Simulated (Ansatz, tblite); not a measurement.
# 1-butyl-3-methylimidazolium chloride (C₈H₁₅ClN₂): rung by rung

Aim: run the singlet of 1-butyl-3-methylimidazolium chloride (C₈H₁₅ClN₂) at one geometry on many levels, and compare frontier levels, spin and run time.

Computed with Ansatz 0.2.0, Gaussian basis. Level: as each input shows.

Plan: GFN1-xTB, GFN2-xTB, PBE-D4/def2-TZVP, r2SCAN-D4/def2-TZVP, HF/def2-TZVP, PBE-QIDH/def2-TZVP, PBE-D4/def2-SVP, PBE0-D4/def2-SVP, HF/STO-3G, MP2/def2-SVP, RPA/def2-SVP.

## Step 1: The structure

The singlet was relaxed beforehand with PBE-D4/def2-SVP.

SMILES `CCCCn1cc[n+](C)c1.[Cl-]`, 26 atoms, charge 0, spin multiplicity 1.

Bond lengths: C1–C2 1.529 Å, C1–H11 1.110 Å, C1–H12 1.109 Å, C1–H13 1.111 Å, C2–C3 1.532 Å, C2–H14 1.114 Å, C2–H15 1.112 Å, C3–C4 1.529 Å, C3–H16 1.113 Å, C3–H17 1.112 Å, C4–N5 1.460 Å, C4–H18 1.114 Å, C4–H19 1.109 Å, N5–C6 1.394 Å, N5–C10 1.371 Å, C6–C7 1.367 Å, C6–H20 1.094 Å, C7–N8 1.396 Å and more. Angles: C2–C1–H11 111.4°, C2–C1–H12 111.7°, C2–C1–H13 111.2°, H11–C1–H12 107.5°, H11–C1–H13 107.2°, H12–C1–H13 107.5°, C1–C2–C3 113.4°, C1–C2–H14 109.8°, C1–C2–H15 109.7°, C3–C2–H14 109.0°, C3–C2–H15 109.0°, H14–C2–H15 105.6°, C2–C3–C4 114.3°, C2–C3–H16 110.1°, C2–C3–H17 110.1°, C4–C3–H16 109.3°, C4–C3–H17 107.5°, H16–C3–H17 105.1° and more.

PBE0-D4/def2-TZVP was run before; its log isn't repeated, and its numbers join the tables.

## Step 2: GFN1-xTB

Tight binding, by tblite at 300 K electronic temperature and without a spin-polarisation term:

```python
tblite.interface.Calculator('GFN1-xTB', numbers, positions, charge=0, uhf=0).singlepoint()
```

Energy -969.6350 eV, HOMO -11.12 eV, LUMO -7.64 eV; 0.016 s.

## Step 3: GFN2-xTB

Tight binding, by tblite at 300 K electronic temperature and without a spin-polarisation term:

```python
tblite.interface.Calculator('GFN2-xTB', numbers, positions, charge=0, uhf=0).singlepoint()
```

Energy -957.6519 eV, HOMO -9.46 eV, LUMO -6.28 eV; 0.012 s.

## Step 4: PBE-D4/def2-TZVP

start.molden holds the orbitals of an earlier run on this state, given as this run's starting guess.

Contents of in.yaml:

```yaml
crystal:
  periodic: [false, false, false]
  atoms:
    - {symbol: C, position_ang: [-3.530826, -1.145327, 0.426350]}
    - {symbol: C, position_ang: [-2.434738, -0.082160, 0.344024]}
    - {symbol: C, position_ang: [-1.726245, -0.043385, -1.014189]}
    - {symbol: C, position_ang: [-0.607267, 0.994239, -1.110885]}
    - {symbol: N, position_ang: [0.466377, 0.772654, -0.146011]}
    - {symbol: C, position_ang: [1.093110, 1.753784, 0.621293]}
    - {symbol: C, position_ang: [2.241349, 1.210277, 1.126356]}
    - {symbol: N, position_ang: [2.313834, -0.107397, 0.671855]}
    - {symbol: C, position_ang: [3.492601, -0.953642, 0.690441]}
    - {symbol: C, position_ang: [1.308718, -0.305669, -0.238593]}
    - {symbol: H, position_ang: [-4.318050, -0.976168, -0.338095]}
    - {symbol: H, position_ang: [-4.024511, -1.149202, 1.419283]}
    - {symbol: H, position_ang: [-3.118877, -2.162237, 0.254251]}
    - {symbol: H, position_ang: [-2.865968, 0.922141, 0.557300]}
    - {symbol: H, position_ang: [-1.679696, -0.258376, 1.141579]}
    - {symbol: H, position_ang: [-1.318699, -1.049165, -1.261837]}
    - {symbol: H, position_ang: [-2.458005, 0.178824, -1.821246]}
    - {symbol: H, position_ang: [-0.125933, 0.971298, -2.115189]}
    - {symbol: H, position_ang: [-1.004368, 2.012545, -0.925450]}
    - {symbol: H, position_ang: [0.650482, 2.744311, 0.759017]}
    - {symbol: H, position_ang: [2.999033, 1.632700, 1.792200]}
    - {symbol: H, position_ang: [3.222087, -1.991389, 0.970943]}
    - {symbol: H, position_ang: [4.214752, -0.561266, 1.428782]}
    - {symbol: H, position_ang: [3.930689, -0.950961, -0.332210]}
    - {symbol: H, position_ang: [0.969002, -1.304787, -0.528261]}
    - {symbol: Cl, position_ang: [2.311151, -0.151612, -2.371730]}
basis:
  gaussian: {orbitals: def2-TZVP, initial_orbitals: start.molden}
hamiltonian: {xc: pbe, dispersion: d4}
scf: {omitted_lower_state_checks: [starts]}
output: {orbitals: {seedname: orbitals}}
```

The run is started by

```
$ ansatz run in.yaml --threads 4 --pin off --events-out ev --progress --plain --max-ram 6963MiB
```

Further steps of the session: r2SCAN-D4/def2-TZVP; HF/def2-TZVP; PBE-QIDH/def2-TZVP; PBE-D4/def2-SVP; PBE0-D4/def2-SVP; HF/STO-3G; MP2/def2-SVP; RPA/def2-SVP.

Before running them: what should the planned runs give, taken together? Wanted: gap in def2-TZVP, named functionals and Hartree-Fock, smallest and largest; correlation energy, MP2/def2-SVP; binding an atom, functionals in def2-TZVP; PBE0 total energy, smallest basis above largest.

**Answer**, as computed:

| quantity | value |
| --- | --- |
| gap in def2-TZVP, named functionals and Hartree-Fock, smallest and largest | 3.68 eV (PBE-D4), 11.25 eV (HF) |
| correlation energy, MP2/def2-SVP | -43.14 eV |
| binding an atom, functionals in def2-TZVP | 4.22 (r2SCAN-D4) to 4.34 eV (PBE-D4) |
| PBE0 total energy, smallest basis above largest | 16.44 eV (def2-SVP, def2-TZVP) |

What this shows: Orbital gaps of the named functionals and Hartree-Fock in def2-TZVP span 3.68 eV (PBE-D4) to 11.25 eV (HF); exact exchange widens it.
